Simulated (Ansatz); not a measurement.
# Al2Zn: the cost of one run

Method: DFT LDA, scalar-relativistic, plane waves, PAW, in Ansatz 0.2.0.

18 further runs of the same task are left out: 1 that didn't finish, 17 set aside as unsound or not needed.

**1. The starting structure**

The structure is trigonal, space group P-3m1 (No. 164). Conventional cell: a = 2.770 Å, b = 2.770 Å, c = 6.826 Å, α = 90.00°, β = 90.00°, γ = 120.00°. Al (site symmetry 3m) is surrounded by 3 Zn at 2.75 Å and 9 Al at 2.77 to 2.84 Å. Zn (site symmetry -3m) is surrounded by 6 Al at 2.75 Å and 6 Zn at 2.77 Å.

As a file:

```
Al Zn
1.0
     2.76995    0.00000    0.00000
    -1.38497    2.39884    0.00000
     0.00000    0.00000    6.82607
Al Zn
2 1
Direct
  0.33333 0.66667 0.32822
  0.66667 0.33333 0.67178
  0.00000 0.00000 0.00000
```

It goes back to an entry of the Materials Project, which need not be the stable form.

This cell was relaxed beforehand with the same method: volume 15.12 Å³/atom, gap on the mesh none (metal).

**2. What is varied**

Atoms count from 1 in the order of the input.

The energy is mapped over a free internal coordinate and the cell.

- shift of Al1 along [0 0 1], its symmetry partners moved as symmetry demands (measured in the relaxed cell): 7 values from −0.250 to 0.250 Å
- c/a of the conventional cell at fixed volume: 7 values from 1.972 to 2.957

Nothing else is relaxed (all other coordinates fixed). Energies count from the relaxed crystal. Points are written as (first, second).

**3. Grid point (−0.083 Å, 1.972)**

input.yaml

```yaml
crystal:
  lattice:
    - [2.9838167972, 0.0, 0.0]
    - [-1.4919083986, 2.5840611466, 0.0]
    - [0.0, 0.0, 5.8825948156]
  atoms:
    - { symbol: Al, position: [0.3333333333, 0.6666666667, 0.3160186955] }
    - { symbol: Al, position: [0.6666666667, 0.3333333333, 0.6839813045] }
    - { symbol: Zn, position: [0.0, 0.0, 0.0] }
basis:
  ecutwfc: 520.0
kpoints:
  mp_grid: { grid: [18, 18, 6] }
hamiltonian:
  xc: lda
  pseudopotentials: { kind: paw }
scf:
  occupations: { method: gaussian, width: 0.15 }
output:
  forces: true
  stress: true
  eigenvalues: true
  write_density: true
  write_potential: true
  elf: true
  volumetric_format: npy
```

Run with:

```sh
ansatz run input.yaml --threads 1 --pin off --max-ram 2048MiB --backend cpu --events-out ev --progress --plain --runs-dir out
```

Q: Estimate wall time and peak memory on 1 thread of Arm Neoverse N1, shared host.

About 20 s, with a peak of 0.4 GiB.
